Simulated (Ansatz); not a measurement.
# HfB: the cost of one run

Method: DFT PBE, with the methods named in each step, in Ansatz 0.2.0.

1 further run of the same task is left out (set aside as unsound or not needed).

## (1) The system as given

It takes space group Fm-3m (No. 225, cubic). The conventional cell has a = 4.620 Å, b = 4.620 Å, c = 4.620 Å, α = 90.00°, β = 90.00°, γ = 90.00°. Hf (site symmetry m-3m) has 6 B at 2.31 Å as nearest neighbours. B (site symmetry m-3m) has 6 Hf at 2.31 Å as nearest neighbours.

Coordinates:

```cif
data_structure
_symmetry_space_group_name_H-M 'P 1'
_symmetry_Int_Tables_number 1
_cell_length_a 3.2668
_cell_length_b 3.2668
_cell_length_c 3.2668
_cell_angle_alpha 60.000
_cell_angle_beta 60.000
_cell_angle_gamma 60.000
_cell_volume 24.65
loop_
_atom_site_label
_atom_site_type_symbol
_atom_site_fract_x
_atom_site_fract_y
_atom_site_fract_z
_atom_site_occupancy
Hf1 Hf 0.50000 0.50000 0.50000 1
B1 B 0.00000 0.00000 0.00000 1
```

Whether this phase is the stable one at these pressures isn't tested.

Atoms are numbered in the order of the input: Hf1, B2.

## (2) The reference volume, LAPW

Contents of input.yaml:

```yaml
crystal:
  lattice:
    - [0.0, 2.31, 2.31]
    - [2.31, 0.0, 2.31]
    - [2.31, 2.31, 0.0]
  atoms:
    - { symbol: Hf, position: [0.5, 0.5, 0.5] }
    - { symbol: B, position: [0.0, 0.0, 0.0] }
kpoints:
  mp_grid: { grid: [13, 13, 13] }
  band_path:
    path:
      - [0.0, 0.0, 0.0]
      - [0.5, 0.0, 0.5]
      - [0.625, 0.25, 0.625]
      - [0.375, 0.375, 0.75]
      - [0.0, 0.0, 0.0]
      - [0.5, 0.5, 0.5]
      - [0.5, 0.25, 0.75]
      - [0.5, 0.0, 0.5]
    npoints: 14
scf:
  occupations: { method: fermi_dirac, width: 0.05 }
hamiltonian:
  xc: pbe
  pseudopotentials: { kind: all_electron, lapw: { basis_error: 0.001 } }
output:
  forces: true
  stress: true
  eigenvalues: true
  populations: true
```

Launch:

```sh
$ ansatz run input.yaml --threads 1 --pin off --max-ram 2048MiB --backend cpu --events-out ev --progress --plain --runs-dir out
```

Q: Estimate wall time and peak memory on 1 thread of AMD EPYC 7R43 (Zen 3), shared host.

About 20 s, with a peak of 0.42 GiB.
